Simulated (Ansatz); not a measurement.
**C₂H₆O₂Si₂: how energies converge with the basis set**

The task here is to estimate one member of a computed series from the others.

Method: one geometry, several basis sets; program: Ansatz 0.2.0, Gaussian basis.

Plan: PBE0-D4/def2-SVP; ωB97M-V/def2-SVP; PBE0-D4/def2-QZVPP; ωB97M-V/def2-QZVPP; CCSD(T)/cc-pV(D+d)Z; CCSD(T)/cc-pV(T+d)Z; MP2/cc-pV(Q+d)Z; the functionals' def2-TZVPP values are taken from earlier runs.

## Structure used throughout

The geometry comes from an earlier relaxation with PBE0-D4 in a triple-zeta def2 set; it is a stationary point, not always the lowest conformer.

SMILES `O[SiH](O)C#C[SiH3]`, 12 atoms, charge 0, spin multiplicity 1.

Atoms are counted from 1 here; the program's logs count them from 0.

Bond lengths: O1–Si2 1.635 Å, O1–H7 0.958 Å, Si2–O3 1.634 Å, Si2–C4 1.835 Å, Si2–H8 1.469 Å, O3–H9 0.958 Å, C4–C5 1.215 Å, C5–Si6 1.826 Å, Si6–H10 1.483 Å, Si6–H11 1.483 Å, Si6–H12 1.483 Å. Angles: Si2–O1–H7 118.3°, O1–Si2–O3 114.5°, O1–Si2–C4 108.0°, O1–Si2–H8 106.9°, O3–Si2–C4 108.6°, O3–Si2–H8 106.1°, C4–Si2–H8 112.8°, Si2–O3–H9 118.6°, Si2–C4–C5 179.0°, C4–C5–Si6 179.4°, C5–Si6–H10 109.0°, C5–Si6–H11 109.1°, C5–Si6–H12 109.2°, H10–Si6–H11 109.9°, H10–Si6–H12 109.7°, H11–Si6–H12 109.9°.

Geometry (Å):

```xyz
12

O     0.4904   -2.2172    1.8318
Si   -0.7954   -1.3632    1.2934
O    -1.5452   -0.4727    2.4399
C    -0.2129   -0.2375   -0.0329
C     0.1870    0.5165   -0.8978
Si    0.7747    1.6432   -2.2097
H     1.3545   -1.8053    1.8003
H    -1.7881   -2.3372    0.8186
H    -1.1831    0.3856    2.6630
H     0.9711    2.9960   -1.6335
H    -0.2373    1.6989   -3.2917
H     2.0613    1.1377   -2.7472
```

Set-up of the first run:

Contents of in.yaml:

```yaml
crystal:
  periodic: [false, false, false]
  atoms:
    - {symbol: O, position_ang: [0.490365, -2.217234, 1.831842]}
    - {symbol: Si, position_ang: [-0.795445, -1.363189, 1.293428]}
    - {symbol: O, position_ang: [-1.545208, -0.472731, 2.439864]}
    - {symbol: C, position_ang: [-0.212937, -0.237518, -0.032929]}
    - {symbol: C, position_ang: [0.187004, 0.516459, -0.897836]}
    - {symbol: Si, position_ang: [0.774716, 1.643233, -2.209716]}
    - {symbol: H, position_ang: [1.354525, -1.805257, 1.800267]}
    - {symbol: H, position_ang: [-1.788052, -2.337203, 0.818608]}
    - {symbol: H, position_ang: [-1.183103, 0.385635, 2.662991]}
    - {symbol: H, position_ang: [0.971090, 2.995969, -1.633480]}
    - {symbol: H, position_ang: [-0.237332, 1.698920, -3.291739]}
    - {symbol: H, position_ang: [2.061278, 1.137717, -2.747202]}
basis:
  gaussian: {orbitals: def2-SVP}
hamiltonian: {xc: pbe0, dispersion: d4}
output: {orbitals: {seedname: orbitals}}
```

Command:

```bash
ansatz run in.yaml --threads 2 --pin off --events-out ev --progress --plain --max-ram 22528MiB --backend cpu
```

Among the steps run: PBE0-D4 in def2-SVP; ωB97M-V in def2-SVP; PBE0-D4 in def2-QZVPP; ωB97M-V in def2-QZVPP.

One of the session's tables, all rows but one given; the rest of the session is left out.

It belongs to the step «Density functionals: the series». 

```
functional       basis  HOMO (eV)
   PBE0-D4    def2-SVP      -8.28
   PBE0-D4  def2-TZVPP      -8.35
   PBE0-D4  def2-QZVPP          ?
   ωB97M-V    def2-SVP     -10.49
   ωB97M-V  def2-TZVPP     -10.58
   ωB97M-V  def2-QZVPP     -10.60
```

Estimate the missing values for PBE0-D4, def2-QZVPP.

The run gave: HOMO (eV): -8.37. In the column «HOMO (eV)» it lies between ωB97M-V, def2-SVP (-10.49) and PBE0-D4, def2-TZVPP (-8.35).
